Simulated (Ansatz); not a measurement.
**C3H4AlF: basis-set convergence**

An exercise on one series of results from a longer session: the logs are not shown, and one member is left open.

Method: one geometry, several basis sets; program: Ansatz 0.2.0, Gaussian basis.

The runs, in order: PBE0-D4/def2-SVP; ωB97M-V/def2-SVP; PBE0-D4/def2-QZVPP; ωB97M-V/def2-QZVPP; CCSD(T)/cc-pV(D+d)Z; CCSD(T)/cc-pV(T+d)Z; CCSD(T)/cc-pV(Q+d)Z; the functionals' def2-TZVPP values are taken from earlier runs.

### Structure used throughout

All runs share one geometry, relaxed beforehand with PBE0-D4 in a triple-zeta def2 set.

SMILES `C#[C][Al]([CH3])[F]`, 9 atoms, charge 0, spin multiplicity 1.

Atoms are counted from 1 here; the program's logs count them from 0.

Bond lengths: C1–C2 1.210 Å, C1–H6 1.067 Å, C2–Al3 1.900 Å, Al3–C4 1.931 Å, Al3–F5 1.650 Å, C4–H7 1.094 Å, C4–H8 1.094 Å, C4–H9 1.092 Å. Angles: C2–C1–H6 179.6°, C1–C2–Al3 177.8°, C2–Al3–C4 124.6°, C2–Al3–F5 116.1°, C4–Al3–F5 119.2°, Al3–C4–H7 110.8°, Al3–C4–H8 110.9°, Al3–C4–H9 112.0°, H7–C4–H8 106.6°, H7–C4–H9 108.1°, H8–C4–H9 108.2°.

Set-up of the first run:

The input, in.yaml:

```yaml
crystal:
  periodic: [false, false, false]
  atoms:
    - {symbol: C, position_ang: [0.214806, 2.769921, 0.344176]}
    - {symbol: C, position_ang: [0.305467, 1.631252, -0.055038]}
    - {symbol: Al, position_ang: [0.406602, -0.178290, -0.626566]}
    - {symbol: C, position_ang: [-0.438443, -1.662206, 0.274072]}
    - {symbol: F, position_ang: [1.286180, -0.460275, -1.993427]}
    - {symbol: H, position_ang: [0.139173, 3.776163, 0.690374]}
    - {symbol: H, position_ang: [-1.159584, -2.156883, -0.383642]}
    - {symbol: H, position_ang: [0.298932, -2.419758, 0.555669]}
    - {symbol: H, position_ang: [-0.964633, -1.346123, 1.177281]}
basis:
  gaussian: {orbitals: def2-SVP}
hamiltonian: {xc: pbe0, dispersion: d4}
output: {orbitals: {seedname: orbitals}}
```

Run with:

```sh
> ansatz run in.yaml --threads 2 --pin off --events-out ev --progress --plain --max-ram 32768MiB --backend cpu
```

Among the steps run: PBE0-D4 in def2-SVP; ωB97M-V in def2-SVP; PBE0-D4 in def2-QZVPP; ωB97M-V in def2-QZVPP.

One of the session's tables, all rows but one given; the rest of the session is left out.

It belongs to the step «Functionals by basis». 

```
functional       basis  HOMO (eV)
   PBE0-D4    def2-SVP      -8.24
   PBE0-D4  def2-TZVPP          ?
   PBE0-D4  def2-QZVPP      -8.33
   ωB97M-V    def2-SVP     -10.49
   ωB97M-V  def2-TZVPP     -10.58
   ωB97M-V  def2-QZVPP     -10.60
```

Estimate the missing values for PBE0-D4, def2-TZVPP.

The run gave: HOMO (eV): -8.32. In the column «HOMO (eV)» it lies between PBE0-D4, def2-QZVPP (-8.33) and PBE0-D4, def2-SVP (-8.24).
